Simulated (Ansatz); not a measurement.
# CH₅NO₂Sn: how energies converge with the basis set

An exercise on one series of results from a longer session: the logs are not shown, and one member is left open.

Computed with Ansatz 0.2.0, Gaussian basis. Level: one geometry, several basis sets.

Levels to be run: PBE0-D4/def2-SVP; ωB97M-V/def2-SVP; PBE0-D4/def2-QZVPP; ωB97M-V/def2-QZVPP; the functionals' def2-TZVPP values are taken from earlier runs.

## The geometry

An earlier PBE0-D4 in a triple-zeta def2 set relaxation fixed the geometry. Sn takes the def2 core potential; no spin-orbit term is included.

10 atoms, charge 0, spin multiplicity 1.

Atoms are counted from 1 here; the program's logs count them from 0.

Bond lengths: N1–Sn2 2.017 Å, N1–H6 1.012 Å, N1–H7 1.012 Å, Sn2–O3 1.967 Å, Sn2–C4 2.208 Å, Sn2–H8 1.705 Å, O3–H9 0.963 Å, C4–O5 1.200 Å, C4–H10 1.114 Å. Angles: Sn2–N1–H6 113.7°, Sn2–N1–H7 113.7°, H6–N1–H7 107.8°, N1–Sn2–O3 111.8°, N1–Sn2–C4 108.9°, N1–Sn2–H8 107.8°, O3–Sn2–C4 99.6°, O3–Sn2–H8 109.6°, C4–Sn2–H8 119.0°, Sn2–O3–H9 110.0°, Sn2–C4–O5 117.8°, Sn2–C4–H10 122.0°, O5–C4–H10 120.1°.

As a file:

| atom | x (Å) | y (Å) | z (Å) |
| --- | --- | --- | --- |
| N1 | 0.0530 | -0.1771 | 1.9299 |
| Sn2 | -0.5544 | 0.3118 | 0.0695 |
| O3 | 0.4615 | 1.8331 | -0.6531 |
| C4 | 0.0942 | -1.2652 | -1.3337 |
| O5 | 0.8177 | -0.9481 | -2.2366 |
| H6 | 1.0554 | -0.1244 | 2.0582 |
| H7 | -0.3818 | 0.3753 | 2.6575 |
| H8 | -2.2092 | 0.7149 | 0.1509 |
| H9 | 0.9592 | 1.5573 | -1.4297 |
| H10 | -0.2125 | -2.3286 | -1.2098 |

The first run:

File in.yaml:

```yaml
crystal:
  periodic: [false, false, false]
  atoms:
    - {symbol: N, position_ang: [0.052985, -0.177118, 1.929878]}
    - {symbol: Sn, position_ang: [-0.554397, 0.311790, 0.069541]}
    - {symbol: O, position_ang: [0.461504, 1.833119, -0.653133]}
    - {symbol: C, position_ang: [0.094203, -1.265237, -1.333684]}
    - {symbol: O, position_ang: [0.817672, -0.948073, -2.236636]}
    - {symbol: H, position_ang: [1.055444, -0.124418, 2.058242]}
    - {symbol: H, position_ang: [-0.381777, 0.375293, 2.657478]}
    - {symbol: H, position_ang: [-2.209182, 0.714865, 0.150942]}
    - {symbol: H, position_ang: [0.959151, 1.557300, -1.429734]}
    - {symbol: H, position_ang: [-0.212501, -2.328621, -1.209794]}
basis:
  gaussian: {orbitals: def2-SVP}
hamiltonian: {xc: pbe0, dispersion: d4}
output: {orbitals: {seedname: orbitals}}
```

Run with:

```sh
ansatz run in.yaml --threads 4 --pin off --events-out ev --progress --plain --max-ram 10444MiB
```

Steps of the session up to this table: PBE0-D4 in def2-SVP; ωB97M-V in def2-SVP; PBE0-D4 in def2-QZVPP; ωB97M-V in def2-QZVPP.

One of the session's tables, all rows but one given; the rest of the session is left out.

It belongs to the step «Functionals by basis». 

| functional | basis | HOMO (eV) |
| --- | --- | --- |
| PBE0-D4 | def2-SVP | -6.88 |
| PBE0-D4 | def2-TZVPP | ? |
| PBE0-D4 | def2-QZVPP | -7.11 |
| ωB97M-V | def2-SVP | -9.07 |
| ωB97M-V | def2-TZVPP | -9.28 |
| ωB97M-V | def2-QZVPP | -9.32 |

**Question.** Estimate the row for PBE0-D4, def2-TZVPP.

The run gave: HOMO (eV): -7.07. In the column «HOMO (eV)» it lies between PBE0-D4, def2-QZVPP (-7.11) and PBE0-D4, def2-SVP (-6.88).
